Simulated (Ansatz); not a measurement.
# C2H3IS, SMILES C=C(S)I: harmonic frequencies at the relaxed geometry

Program: the Ansatz DFT code, driven from Python.

`c2h3is.py`
```python
"""Harmonic frequencies of C2H3IS at its relaxed geometry."""

import warnings

import ansatz
from ase import Atoms
from ase.thermochemistry import IdealGasThermo
import numpy as np

SETTINGS = {
    "basis_set": "def2-SVP",
    "functional": "PBE0",
}


def main() -> None:
    warnings.simplefilter("ignore", ansatz.DeckWarning)

    geometry_ang = [
        ("C", [-0.0515, 0.843, -0.1981]),
        ("C", [-0.3702, -0.4193, -0.0756]),
        ("S", [0.7442, -1.5218, 0.5927]),
        ("I", [-2.0883, -1.2043, -0.6711]),
        ("H", [0.847, 1.3141, 0.0819]),
        ("H", [-0.8255, 1.5884, -0.6401]),
        ("H", [1.8056, -0.6682, 0.8645]),
    ]
    geometry = ansatz.Crystal.molecule()
    for symbol, xyz in geometry_ang:
        geometry = geometry.atom(symbol, xyz)

    calculation = (
        geometry.calculation()
        .basis(gaussian=SETTINGS["basis_set"])
        .functional(SETTINGS["functional"])
    )
    symbols = [site.symbol for site in geometry.cartesian_sites]
    start = np.array([site.position_ang for site in geometry.cartesian_sites], dtype=float)
    def progress(event):
        if event["event"] == "relax_step":
            row = event["data"]
            print(f"step {row['step']:3d}  E = {row['lagrangian_ev']:.6f} eV  largest force component {row['allowed_force_max_ev_ang']:.4f} eV/A")


    summary = calculation.relax(force_tolerance=0.003).session().plan().execute(on_event=progress).report
    end = np.array(summary["positions_ang"])

    print("final positions (A) and the move of each atom")
    for symbol, xyz, old in zip(symbols, end, start):
        print(f"{symbol:2s} {xyz[0]:10.5f} {xyz[1]:10.5f} {xyz[2]:10.5f}   {np.linalg.norm(xyz - old):7.4f}")

    # same settings at the minimum
    minimum = ansatz.Crystal.molecule()
    for symbol, place in zip(symbols, end):
        minimum = minimum.atom(symbol, place.tolist())
    vibrating = minimum.calculation()
    vibrating = vibrating.basis(gaussian=SETTINGS["basis_set"])
    vibrating = vibrating.functional(SETTINGS["functional"]).phonons(temperatures=(200, 600, 100))
    vib = vibrating.run().report["vibrations"]
    sums = vib["harmonic_sums"]
    modes = [m["omega_inv_cm"] for m in sums["modes_at_gamma"] if m["rigid_motion"] == "no"]
    for number, w in enumerate(modes, start=1):
        print(f"mode {number:2d} {w:9.1f} 1/cm {w / 8065.544 * 1000:8.2f} meV")
    print("imaginary modes:", sum(w < 0 for w in modes), " zero-point energy:", round(sums["zero_point_energy_ev"], 4), "eV")
    # rigid rotor and ideal gas, symmetry number taken as one
    gas = IdealGasThermo(vib_energies=[w / 8065.544 for w in modes if w > 0], geometry="linear" if len(modes) == 3 * len(symbols) - 5 else "nonlinear",
                         atoms=Atoms(symbols, positions=end), symmetrynumber=1, spin=0.0)
    print(f"H(298 K) - E = {gas.get_enthalpy(298.15, verbose=False):.4f} eV")
    print(f"S(298 K, 1 bar) = {96485.33 * gas.get_entropy(298.15, 1e5, verbose=False):.1f} J/(mol K) with symmetry number 1")


if __name__ == "__main__":
    main()
```

Output of `python c2h3is.py`:
```text
step   1  E = -21046.708316 eV  largest force component 3.4011 eV/A
step   2  E = -21047.106952 eV  largest force component 1.3965 eV/A
step   3  E = -21047.134145 eV  largest force component 0.4769 eV/A
step   4  E = -21047.160981 eV  largest force component 0.2503 eV/A
step   5  E = -21047.162765 eV  largest force component 0.0501 eV/A
step   6  E = -21047.163010 eV  largest force component 0.0127 eV/A
step   7  E = -21047.163081 eV  largest force component 0.0006 eV/A
final positions (A) and the move of each atom
C    -0.08797    0.92908   -0.22300    0.0968
C    -0.30554   -0.37892   -0.06869    0.0765
S     0.77244   -1.58797    0.60809    0.0736
I    -2.13167   -1.24965   -0.66806    0.0628
H     0.86157    1.37417    0.08993    0.0623
H    -0.84142    1.58565   -0.66044    0.0260
H     1.79390   -0.74047    0.87638    0.0742
mode  1     197.6 1/cm    24.50 meV
mode  2     233.4 1/cm    28.94 meV
mode  3     314.1 1/cm    38.94 meV
mode  4     431.2 1/cm    53.46 meV
mode  5     489.6 1/cm    60.70 meV
mode  6     651.7 1/cm    80.81 meV
mode  7     761.0 1/cm    94.36 meV
mode  8     858.9 1/cm   106.49 meV
mode  9     927.6 1/cm   115.01 meV
mode 10    1080.0 1/cm   133.91 meV
mode 11    1385.8 1/cm   171.81 meV
mode 12    1668.4 1/cm   206.86 meV
mode 13    2685.7 1/cm   332.98 meV
mode 14    3168.1 1/cm   392.80 meV
mode 15    3280.7 1/cm   406.75 meV
imaginary modes: 0  zero-point energy: 1.1241 eV
H(298 K) - E = 1.2912 eV
S(298 K, 1 bar) = 322.5 J/(mol K) with symmetry number 1
```

These settings explore the input space; basis and method may be short of convergence. The frequencies are harmonic and unscaled, in a modest basis. def2 sets replace the cores of elements past krypton by effective core potentials. The entropy takes a symmetry number of 1; a symmetric molecule's is lower by R ln(sigma). Hardware and time: 2.1 min on 1 thread of Arm Neoverse V2, on a shared host, peak memory 0.32 GiB.
